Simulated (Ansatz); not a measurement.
# SiGeF (quartet): the correlation ladder, cc-pVDZ

One table from this session's results is given with a row withheld; the runs are named, their logs left out.

The runs use Ansatz 0.2.0, Gaussian basis; cc-pVDZ, core rule «outside noble gas», up to 20 orbitals frozen.

The runs, in order: UHF; CCSD(T) on ROHF; CCSD(T) on UHF; BCCD(T) on ROHF; CISD; CCSDT(Q) on ROHF; CCSDT(Q) on UHF.

31 further runs of the same task are left out: 12 for a known fault of the program, 8 that didn't finish, 11 set aside as unsound or not needed.

### What is computed

The geometry is a PBE0/def2-TZVP stationary point (not a proven minimum). No spin-orbit coupling is included. The filled d shell of Ge may be among the frozen orbitals whatever the setting's name suggests; the logs give the count.

3 atoms, charge 0, spin multiplicity 4.

Atoms are counted from 1 here; the program's logs count them from 0.

Bond lengths: F1–Si2 1.609 Å, Si2–Ge3 2.401 Å. Angles: F1–Si2–Ge3 112.0°.

Set-up of the first run:

in.yaml

```yaml
crystal:
  periodic: [false, false, false]
  atoms:
    - {symbol: F, position_ang: [0.000000, -0.643638, 2.239660]}
    - {symbol: Si, position_ang: [0.000000, 0.614886, 1.236912]}
    - {symbol: Ge, position_ang: [0.000000, -0.069401, -1.064004]}
basis:
  gaussian: {orbitals: cc-pVDZ}
magnetization: {spin_polarized: true, initial_magnetization: 3}
hamiltonian: {xc: hf}
output: {orbitals: {seedname: orbitals}}
```

Started as:

```bash
ansatz run in.yaml --threads 1 --pin off --events-out ev --progress --plain --max-ram 2393MiB
```

Among the steps run: UHF; CCSD(T) on ROHF; CCSD(T) on UHF; BCCD(T) on ROHF; CISD; CCSDT(Q) on ROHF; CCSDT(Q) on UHF.

One table of the session follows, with a row left open; its other results are not shown here.

```
   method  from UCCSDT(Q) (meV)
     ROHF               +9683.6
      UHF               +9545.8
     RMP2               +1020.9
     UMP2               +1066.9
     CISD               +1263.5
    RCCSD                +350.9
    UCCSD                     ?
 RCCSD(T)                 +77.2
 UCCSD(T)                 +68.8
  BCCD(T)                 +71.7
   RCCSDT                 +36.8
   UCCSDT                 +27.2
RCCSDT(Q)                 +12.9
UCCSDT(Q)                     0
```

**Question.** Estimate the row for UCCSD.

As computed: from UCCSDT(Q) (meV): +337.7. In the column «from UCCSDT(Q) (meV)» it lies between RCCSD(T) (+77.2) and RCCSD (+350.9).

With the free atoms at the same levels and basis (separate runs), the atomisation energy is 6.741 eV at UCCSDT(Q), 6.700 eV at RCCSD(T), 6.697 eV at UCCSD(T), 4.832 eV at ROHF.

Caveats from the session: Restricted and unrestricted rows rest on different reference determinants; where their highest levels disagree by more than a few hundredths of an eV, they describe different states and don't form one ladder.
